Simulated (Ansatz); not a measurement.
# C2H4AsN: the cost of one run

Method: the settings change from run to run; program: Ansatz 0.2.0, Gaussian basis.

### 1 The geometry

The geometry comes from an earlier relaxation with PBE0-D4 in a triple-zeta def2 set; it is a stationary point, not always the lowest conformer.

SMILES `N=C1C[AsH]1`, 8 atoms, charge 0, spin multiplicity 1.

Atoms are counted from 1 here; the program's logs count them from 0.

Bond lengths: N1–C2 1.248 Å, N1–H5 1.025 Å, C2–C3 1.451 Å, C2–As4 1.960 Å, C3–As4 2.033 Å, C3–H6 1.085 Å, C3–H7 1.087 Å, As4–H8 1.525 Å. Angles: C2–N1–H5 110.9°, N1–C2–C3 146.6°, N1–C2–As4 142.0°, C3–C2–As4 71.4°, C2–C3–As4 66.0°, C2–C3–H6 118.9°, C2–C3–H7 117.4°, As4–C3–H6 118.1°, As4–C3–H7 112.7°, H6–C3–H7 114.8°, C2–As4–C3 42.6°, C2–As4–H8 91.0°, C3–As4–H8 92.7°.

### 2 BHLYP/def2-TZVPD

This run has density fitting with cc-pVTZ-jkfit, D3(BJ) with three-body dispersion, relativity set to scalar.

File in.yaml:

```yaml
crystal:
  periodic: [false, false, false]
  atoms:
    - {symbol: N, position_ang: [-1.307821, 0.831972, -0.938320]}
    - {symbol: C, position_ang: [-0.415982, 0.110485, -0.447741]}
    - {symbol: C, position_ang: [0.865249, 0.061216, 0.231451]}
    - {symbol: As, position_ang: [0.053078, -1.766349, -0.133992]}
    - {symbol: H, position_ang: [-1.066161, 1.824176, -0.847763]}
    - {symbol: H, position_ang: [0.926246, 0.397016, 1.261540]}
    - {symbol: H, position_ang: [1.754483, 0.252315, -0.363044]}
    - {symbol: H, position_ang: [-0.716892, -1.767830, 1.182070]}
basis:
  gaussian: {orbitals: def2-TZVPD, fitting: {mean_field: cc-pVTZ-jkfit}}
hamiltonian: {xc: {name: BHLYP}, dispersion: d3bjatm, pseudopotentials: {relativity: scalar}}
```

Command:

```bash
> ansatz run in.yaml --threads 2 --pin off --events-out ev --progress --plain --max-ram 4352MiB
```

What time and memory should one allow on 2 threads of Arm Neoverse V1, shared host?

About 4.4 s, with a peak of 0.3 GiB.
